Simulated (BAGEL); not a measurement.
# C3H4F2 (SMILES F/C=C/CF) at HF/def2-SVP (density fitting with qzvpp-jkfit)

What is the electronic atomisation energy of C3H4F2 at HF/def2-SVP (density fitting with qzvpp-jkfit)? 

The results are computed with BAGEL 1.2.2.

17 further runs of the same task are left out: 17 set aside as unsound or not needed.

## Step 1: The molecule

C3H4F2: 9 atoms, total charge 0, spin state singlet. As SMILES, `F/C=C/CF`. Geometry: relaxed at GFN2-xTB. This is one conformer, not always the lowest.

Bond lengths: F1–C2 1.340 Å, C2–C3 1.319 Å, C3–C4 1.492 Å, C4–F5 1.370 Å, C2–H6 1.080 Å, C3–H7 1.079 Å, C4–H8 1.098 Å, C4–H9 1.097 Å. Some angles: F1–C2–C3 121.5°, C2–C3–C4 123.5°, C3–C4–F5 111.9°, F1–C2–H6 112.6°, C3–C2–H6 126.0°, C2–C3–H7 120.9°, C4–C3–H7 115.6°, C3–C4–H8 110.9°, C3–C4–H9 110.8°, F5–C4–H8 106.9°.

## Step 2: The energy at HF/def2-SVP (density fitting with qzvpp-jkfit)

File hf.json:

```json
{ "bagel": [

{
  "title": "molecule",
  "basis": "svp",
  "df_basis": "qzvpp-jkfit",
  "angstrom": true,
  "geometry": [
    { "atom": "F", "xyz": [       0.106490,       1.712920,       1.897720 ] },
    { "atom": "C", "xyz": [       0.084330,       1.141770,       0.685890 ] },
    { "atom": "C", "xyz": [      -0.028420,      -0.164490,       0.541730 ] },
    { "atom": "C", "xyz": [      -0.056610,      -0.846930,      -0.785020 ] },
    { "atom": "F", "xyz": [       0.055160,       0.043280,      -1.820550 ] },
    { "atom": "H", "xyz": [       0.169070,       1.862730,      -0.113280 ] },
    { "atom": "H", "xyz": [      -0.107530,      -0.812160,       1.401370 ] },
    { "atom": "H", "xyz": [      -1.001940,      -1.385880,      -0.928350 ] },
    { "atom": "H", "xyz": [       0.779440,      -1.551250,      -0.879520 ] }
  ]
},

{
  "title": "hf"
},

{
  "title": "print",
  "file": "orbitals.molden",
  "orbitals": true
}

]}
```

On the command line:

```
$ BAGEL_NUM_THREADS=1 BAGEL hf.json > hf.out
```

Output:

```text
* using 1 threads per process

  ===============================================================
  ===============================================================

  *** Geometry ***

  { "atom" : "F", "xyz" : [      0.201237,      3.236950,      3.586171 ] },
  { "atom" : "C", "xyz" : [      0.159361,      2.157633,      1.296144 ] },
  { "atom" : "C", "xyz" : [     -0.053706,     -0.310841,      1.023721 ] },
[... 5 lines of this table left out ...]
  { "atom" : "H", "xyz" : [      1.472928,     -2.931438,     -1.662052 ] },

  Number of auxiliary basis functions:      451

  Since a DF basis is specified, we compute 2- and 3-index integrals:
    o Being stored without compression. Storage requirement is 0.029 GB

  Number of basis functions:       90
  Number of electrons      :       40

    * METHOD: MOLECULE                             0.22

  *** RHF ***

  === Nuclear Repulsion ===
   168.0105793981

      * DIIS with orbital gradients will be used.

  === RHF iteration (svp) ===
      0       -314.34996045          0.01543504           0.06
      1       -314.48264555          0.00845260           0.06
      2       -314.52173650          0.00160914           0.06
[... 11 lines of this table left out ...]
     14       -314.52366573          0.00000000           0.05
    * SCF iteration converged.

    * Permanent dipole moment:
           (    0.068924,     0.739065,     0.045325) a.u.

    * METHOD: HF                                   0.94

    * METHOD: PRINT                                0.01

  ===============================================================
```

Run time: 1.6 s. Hardware: 1 thread of Intel Xeon 6975P-C (Granite Rapids), shared host; peak memory 0.11 GiB.

## Step 3: The C atom

File job.json:

```json
{ "bagel": [

{
  "title": "molecule",
  "basis": "svp",
  "df_basis": "qzvpp-jkfit",
  "angstrom": true,
  "geometry": [
    { "atom": "C", "xyz": [       0.000000,       0.000000,       0.000000 ] }
  ]
},

{ "title": "uhf", "charge": 0, "nopen": 2 },

{ "title": "print", "file": "orbitals.molden", "orbitals": true }

]}
```

Run the same way, it converges to -37.64522 Eh (log not shown).

## Step 4: The F atom

File calc.json:

```json
{ "bagel": [

{
  "title": "molecule",
  "basis": "svp",
  "df_basis": "qzvpp-jkfit",
  "angstrom": true,
  "geometry": [
    { "atom": "F", "xyz": [    0.000000,    0.000000,    0.000000 ] }
  ]
},
{ "title": "uhf", "nopen": 1 },
{ "title": "print", "file": "orbitals.molden", "orbitals": true }

]}
```

Run the same way, it converges to -99.28399 Eh (log not shown).

## Step 5: The H atom, same level

File hf.json:

```json
{ "bagel" : [

{
  "title" : "molecule",
  "basis" : "svp",
  "df_basis" : "qzvpp-jkfit",
  "angstrom" : true,
  "geometry" : [
    { "atom" : "H", "xyz" : [    0.000000,    0.000000,    0.000000 ] }
  ]
},
{ "title" : "uhf", "nopen" : 1 },
{ "title" : "print", "file" : "orbitals.molden", "orbitals" : true }

]}
```

On the command line:

```
$ BAGEL_NUM_THREADS=1 BAGEL hf.json > hf.out
```

Output:

```text
* using 1 threads per process

  ===============================================================
  ===============================================================

  *** Geometry ***

  { "atom" : "H", "xyz" : [      0.000000,      0.000000,      0.000000 ] },

  Number of auxiliary basis functions:       18

  Since a DF basis is specified, we compute 2- and 3-index integrals:
    o Being stored without compression. Storage requirement is 0.000 GB

  Number of basis functions:        5
  Number of electrons      :        1

    * METHOD: MOLECULE                             0.01

  *** Open-shell HF ***

  === Nuclear Repulsion ===
     0.0000000000

      * DIIS with orbital gradients will be used.

  === UHF iteration (svp) ===
      0         -0.48880011          0.03455312           0.00
      1         -0.49787654          0.01272374           0.00
      2         -0.49909101          0.00465624           0.00
      3         -0.49927841          0.00000000           0.00
    * SCF iteration converged.

    * S^2 (UHF) is 0.7500

    * Permanent dipole moment:
           (    0.000000,     0.000000,     0.000000) a.u.

    * METHOD: UHF                                  0.01

    * METHOD: PRINT                                0.00

  ===============================================================
```

Wall time 0.36 s (1 thread of Intel Xeon 6975P-C (Granite Rapids), shared host); peak memory 0.078 GiB.

## Step 6: Results

Level: HF/def2-SVP (density fitting with qzvpp-jkfit).

| quantity | value |
| --- | --- |
| molecule: total energy | -314.52367 Eh |
| molecule: dipole moment | 1.89 D |
| molecule: HOMO energy | -10.35 eV |
| molecule: LUMO energy | 4.52 eV |
| molecule: HOMO–LUMO gap | 14.87 eV |
| C atom: total energy | -37.64522 Eh |
| C atom: dipole moment | 0.00 D |
| C atom: ⟨S²⟩ | 2.007 |
| F atom: total energy | -99.28399 Eh |
| F atom: dipole moment | 0.00 D |
| F atom: ⟨S²⟩ | 0.752 |
| H atom: total energy | -0.49928 Eh |
| H atom: dipole moment | 0.00 D |
| H atom: ⟨S²⟩ | 0.750 |
| electronic atomisation energy | 27.835 eV |

Taking the molecule apart into free atoms costs 27.83 eV (2686 kJ/mol), before zero-point energy and without spin-orbit coupling. Hartree–Fock lacks the correlation of the bonding pairs, which as a rule makes this value much too low; in minimal bases other errors can mask that.
